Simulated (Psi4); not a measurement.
**A workflow on GeO (SMILES [O]=[Ge])**

Aim: a structure relaxation (r2SCAN/def2-SVP), then vibrational wavenumbers, then the energy (CCSD(T)/def2-TZVP) of GeO. 

The calculation is run with Psi4 1.11.

## Step 1: The system as given

GeO: 2 atoms, total charge 0, spin state singlet. As SMILES, `[O]=[Ge]`. The shape comes from GFN2-xTB, which is rough for such elements, and wasn't checked as a minimum. The run starts from this shape.

Bond lengths: O1–Ge2 1.576 Å.

## Step 2: A structure relaxation at r2SCAN/def2-SVP (density fitting) (run 1)

Input file input.dat:

```
memory 1600 MB

molecule mol {
  0 1
  O      0.000000     0.000000     0.000000
  Ge     0.000000     0.000000     1.576490
  symmetry c1
}

set geom_maxiter 60

E = optimize('r2scan/def2-SVP')
```

The run is started by

```
$ psi4 -n 1 input.dat output.dat
```

output.dat:

```text
[...]
  Running in c1 symmetry.
[...]
  Nuclear repulsion =   85.931002373323025
[...]
  Multiplicity = 1
[...]
  Nalpha       = 20
  Nbeta        = 20
[...]
    Number of basis functions: 46
[...]
   @DF-RKS iter   1: -2150.69796201632744   -2.23798e+00   5.02709e-02 ADIIS/DIIS
[...]
   @DF-RKS iter   6: -2151.86185728360942   -5.00222e-12   3.06452e-09 DIIS
[...]
  @DF-RKS Final Energy: -2151.86185728360942
   => Energetics <=
    Nuclear Repulsion Energy =             83.1142316606682101
    One-Electron Energy =               -3163.5594787189734234
    Two-Electron Energy =                1016.1297332873222103
    DFT Exchange-Correlation Energy =     -87.5463435126264358
    Empirical Dispersion Energy =           0.0000000000000000
    VV10 Nonlocal Energy =                  0.0000000000000000
    Total Energy =                      -2151.8618572836094245
[...]
 Multipole Moments:
 ------------------------------------------------------------------------------------
     Multipole            Electronic (a.u.)      Nuclear  (a.u.)        Total (a.u.)
 ------------------------------------------------------------------------------------
 L = 1.  Multiply by 2.5417464519 to convert [e a0] to [Debye]
 Dipole X            :          0.0000000            0.0000000            0.0000000
 Dipole Y            :         -0.0000000            0.0000000           -0.0000000
 Dipole Z            :          3.8505797           -2.7243939            1.1261859
 Magnitude           :                                                    1.1261859
[...]
  -Total Gradient:
     Atom            X                  Y                   Z
    ------   -----------------  -----------------  -----------------
       1        0.000000000000     0.000000000000     0.000072856662
       2        0.000000000001     0.000000000001     0.000159521359
[...]
    Final optimized geometry and variables:
    Molecular point group: c1
    Full point group: C_inf_v
    Geometry (in Angstrom), charge = 0, multiplicity = 1:
    O            0.000000000000     0.000000000000    -1.339976421566
    GE           0.000000000000     0.000000000000     0.289941382218
    Psi4 run time: 0:00:06.31
[...]
```

The script printed:

```text
Optimizer: Optimization complete!
```

Wall time 7.2 s (1 thread of Intel Xeon 6975P-C (Granite Rapids), shared host); peak memory 0.36 GiB.

Step by step:

| step | energy from the first frame kept (eV) | largest force (eV/Å) |
| --- | --- | --- |
| 0 | 0.0000 | 3.0730 |
| 1 | -0.0792 | 0.1166 |
| 2 | -0.0793 | 0.0217 |
| 3 | -0.0793 | 0.0082 |

After the run. Bond lengths: O1–Ge2 1.630 Å.

## Step 3: Vibrational wavenumbers at r2SCAN/def2-SVP (density fitting) (run 2)

Input file job.dat:

```
memory 1600 mb

molecule {
  O
  Ge 1 R2

  R2 = 1.629918
  units angstrom
}

set globals {
  basis                      def2-SVP
  reference                  rks
  t                          298.15
  rotational_symmetry_number 1
}

E, wfn = freq('r2scan', return_wfn=True)
```

The run is started by

```
$ psi4 -i job.dat -o job.out -n 1
```

job.out:

```text
[...]
  Running in c2v symmetry.
[...]
  Nuclear repulsion =   83.114221655028061
[...]
  Multiplicity = 1
[...]
  Nalpha       = 20
  Nbeta        = 20
[...]
    Number of basis functions: 46
[...]
   @DF-RKS iter   1: -2150.71051066818836   -2.34266e+00   8.71570e-02 DIIS/ADIIS
[...]
  Running in cs symmetry.
[...]
   @DF-RKS iter  12: -2151.86185728296277   -1.81899e-12   2.40919e-09 DIIS
[...]
  @DF-RKS Final Energy: -2151.86185728296277
   => Energetics <=
    Nuclear Repulsion Energy =             83.1142133269907077
    One-Electron Energy =               -3163.5594438853077008
    Two-Electron Energy =                1016.1297166098453317
    DFT Exchange-Correlation Energy =     -87.5463433344914392
    Empirical Dispersion Energy =           0.0000000000000000
    VV10 Nonlocal Energy =                  0.0000000000000000
    Total Energy =                      -2151.8618572829627738
[...]
 Multipole Moments:
 ------------------------------------------------------------------------------------
     Multipole            Electronic (a.u.)      Nuclear  (a.u.)        Total (a.u.)
 ------------------------------------------------------------------------------------
 L = 1.  Multiply by 2.5417464519 to convert [e a0] to [Debye]
 Dipole X            :          0.0000000            0.0000000            0.0000000
 Dipole Y            :          0.0017238           -0.0012196            0.0005041
 Dipole Z            :          3.8505805           -2.7243942            1.1261863
 Magnitude           :                                                    1.1261864
[...]
  -Total Gradient:
     Atom            X                  Y                   Z
    ------   -----------------  -----------------  -----------------
       1        0.000000000000     0.000000032463     0.000072530265
       2        0.000000000000     0.000000071562     0.000159844202
[...]
  ==> Harmonic Vibrational Analysis <==
[...]
  Freq [cm^-1]                1011.4457
[...]
  IR activ [km/mol]            36.0610
[...]
  Total E_0, Enthalpy at 0 [K]                                                        -2151.85955304 [Eh]
[...]
  Total H, Enthalpy at  298.15 [K]                                                    -2151.85621315 [Eh]
[...]
  Total G, Gibbs energy at  298.15 [K]                                                -2151.88164460 [Eh]
[...]
```

Run time: 12 s. Hardware: 1 thread of Intel Xeon 6975P-C (Granite Rapids), shared host; peak memory 0.39 GiB.

## Step 4: A single-point energy at CCSD(T)/def2-TZVP (run 3)

Input file geo.py:

```python
import psi4

psi4.set_memory(1600000000)
psi4.set_num_threads(1)
psi4.core.set_output_file('output.dat', False)

geom = psi4.geometry("""
0 1
O      0.00000000     0.00000000    -0.08300433
Ge     0.00000000     0.00000000     2.99709430
units bohr
""")

psi4.set_options({
    'basis': 'def2-TZVP',
    'scf_type': 'pk',
    'num_frozen_docc': 10,
})

energy_value = psi4.energy('ccsd(t)')
print('E =', round(energy_value, 9))
for k, v in sorted(psi4.core.scalar_variables().items()):
    print(f'{k:45s} {v:18.10f}')
```

The run is started by

```
$ python geo.py
```

output.dat:

```text
[...]
  Running in c2v symmetry.
[...]
  Nuclear repulsion =   83.114221572833202
[...]
  Multiplicity = 1
[...]
  Nalpha       = 20
  Nbeta        = 20
[...]
    Number of basis functions: 79
[...]
   @RHF iter   1: -2149.27772592851989   -3.76999e+00   5.88023e-02 DIIS/ADIIS
[...]
   @RHF iter  11: -2150.25167883675294   -4.09273e-12   9.56072e-09 DIIS
[...]
    Orbital Energies [Eh]
    ---------------------
    Doubly Occupied:
       1A1  -405.264905     2A1   -52.172243     1B1   -46.259578
       1B2   -46.259578     3A1   -46.256421     4A1   -20.526929
       5A1    -7.217607     2B2    -5.192462     2B1    -5.192462
       6A1    -5.184214     1A2    -1.669053     7A1    -1.669053
       8A1    -1.666869     3B2    -1.659885     3B1    -1.659885
       9A1    -1.220318    10A1    -0.608590     4B2    -0.444934
       4B1    -0.444934    11A1    -0.424127
[...]
  @RHF Final Energy: -2150.25167883675294
   => Energetics <=
    Nuclear Repulsion Energy =             83.1142215728332019
    One-Electron Energy =               -3164.7437089518721223
    Two-Electron Energy =                 931.3778085422861750
    Total Energy =                      -2150.2516788367529443
[...]
 Multipole Moments:
 ------------------------------------------------------------------------------------
     Multipole            Electronic (a.u.)      Nuclear  (a.u.)        Total (a.u.)
 ------------------------------------------------------------------------------------
 L = 1.  Multiply by 2.5417464519 to convert [e a0] to [Debye]
 Dipole X            :          0.0000000            0.0000000            0.0000000
 Dipole Y            :          0.0000000            0.0000000            0.0000000
 Dipole Z            :          4.3802758           -2.7243942            1.6558816
 Magnitude           :                                                    1.6558816
[...]
      * MP2 total energy                      = -2150.729123687056472
[...]
      * CCSD total energy                     = -2150.714885433366817
[...]
      * CCSD(T) total energy                  = -2150.739530041840680
```

On the terminal:

```text
E = -2150.739530042
(T) CORRECTION ENERGY                              -0.0246446085
CC D1 DIAGNOSTIC                                    0.0746137904
CC D2 DIAGNOSTIC                                    0.1783278507
CC NEW D1 DIAGNOSTIC                                0.0746137904
CC T1 DIAGNOSTIC                                    0.0254535840
CCSD CORRELATION ENERGY                            -0.4632065966
CCSD DOUBLES ENERGY                                -0.4632065966
CCSD ITERATIONS                                    15.0000000000
CCSD OPPOSITE-SPIN CORRELATION ENERGY              -0.3456351880
CCSD SAME-SPIN CORRELATION ENERGY                  -0.1175714086
CCSD SINGLES ENERGY                                 0.0000000000
CCSD TOTAL ENERGY                               -2150.7148854334
CCSD(T) CORRELATION ENERGY                         -0.4878512051
CCSD(T) TOTAL ENERGY                            -2150.7395300418
CURRENT CORRELATION ENERGY                         -0.4878512051
CURRENT ENERGY                                  -2150.7395300418
CURRENT REFERENCE ENERGY                        -2150.2516788368
DD SOLVATION ENERGY                                 0.0000000000
HF KINETIC ENERGY                                2150.0713105863
HF POTENTIAL ENERGY                             -4300.3229894231
HF TOTAL ENERGY                                 -2150.2516788368
HF VIRIAL RATIO                                     2.0000838894
MP2 CORRELATION ENERGY                             -0.4774448503
MP2 DOUBLES ENERGY                                 -0.4774448503
MP2 OPPOSITE-SPIN CORRELATION ENERGY               -0.3387792395
MP2 SAME-SPIN CORRELATION ENERGY                   -0.1386656108
MP2 SINGLES ENERGY                                 -0.0000000000
MP2 TOTAL ENERGY                                -2150.7291236871
NUCLEAR REPULSION ENERGY                           83.1142215728
ONE-ELECTRON ENERGY                             -3164.7437089519
PCM POLARIZATION ENERGY                             0.0000000000
PE ENERGY                                           0.0000000000
SCF ITERATION ENERGY                            -2150.2516788368
SCF ITERATIONS                                     11.0000000000
SCF TOTAL ENERGY                                -2150.2516788368
TWO-ELECTRON ENERGY                               931.3778085423
```

Run time: 3.9 s. Hardware: 1 thread of Intel Xeon 6975P-C (Granite Rapids), shared host; peak memory 0.29 GiB.

## Step 5: Results

```
                                                                         quantity             value
                                  run 1, r2SCAN/def2-SVP: total energy at the end    -2151.86186 Eh
                                            run 1, r2SCAN/def2-SVP: dipole moment            2.86 D
                                              run 1, r2SCAN/def2-SVP: HOMO energy          -7.43 eV
                                              run 1, r2SCAN/def2-SVP: LUMO energy          -2.63 eV
                                            run 1, r2SCAN/def2-SVP: HOMO–LUMO gap           4.81 eV
                                              run 1, r2SCAN/def2-SVP: bond length           1.630 Å
                                      run 2, r2SCAN/def2-SVP: harmonic wavenumber         1011 cm⁻¹
                                        run 2, r2SCAN/def2-SVP: zero-point energy        6.0 kJ/mol
run 2, r2SCAN/def2-SVP: ideal-gas entropy at 298.15 K (symmetry number 1 as used)  53.5 cal/(mol K)
                                           run 3, CCSD(T)/def2-TZVP: total energy    -2150.73953 Eh
                    run 3, CCSD(T)/def2-TZVP: HOMO energy (Hartree–Fock orbitals)         -11.54 eV
                    run 3, CCSD(T)/def2-TZVP: LUMO energy (Hartree–Fock orbitals)           0.92 eV
                  run 3, CCSD(T)/def2-TZVP: HOMO–LUMO gap (Hartree–Fock orbitals)          12.46 eV
           run 3, CCSD(T)/def2-TZVP: correlation energy (10 core orbitals frozen)        -487.9 mEh
                                         run 3, CCSD(T)/def2-TZVP: (T) correction        -24.64 mEh
                                          run 3, CCSD(T)/def2-TZVP: T1 diagnostic             0.025
```

**Reading.** The optimisation (run 1, r2SCAN/def2-SVP) took 4 steps and changed the energy by -0.079 eV. The one mode (run 2, r2SCAN/def2-SVP) is real, so the shape is a minimum at this level. The T1 diagnostic (run 3, CCSD(T)/def2-TZVP) of 0.025 is above the customary mark for such species, so a single reference may not serve. The triples (run 3, CCSD(T)/def2-TZVP) make up 5.1 % of the correlation energy.
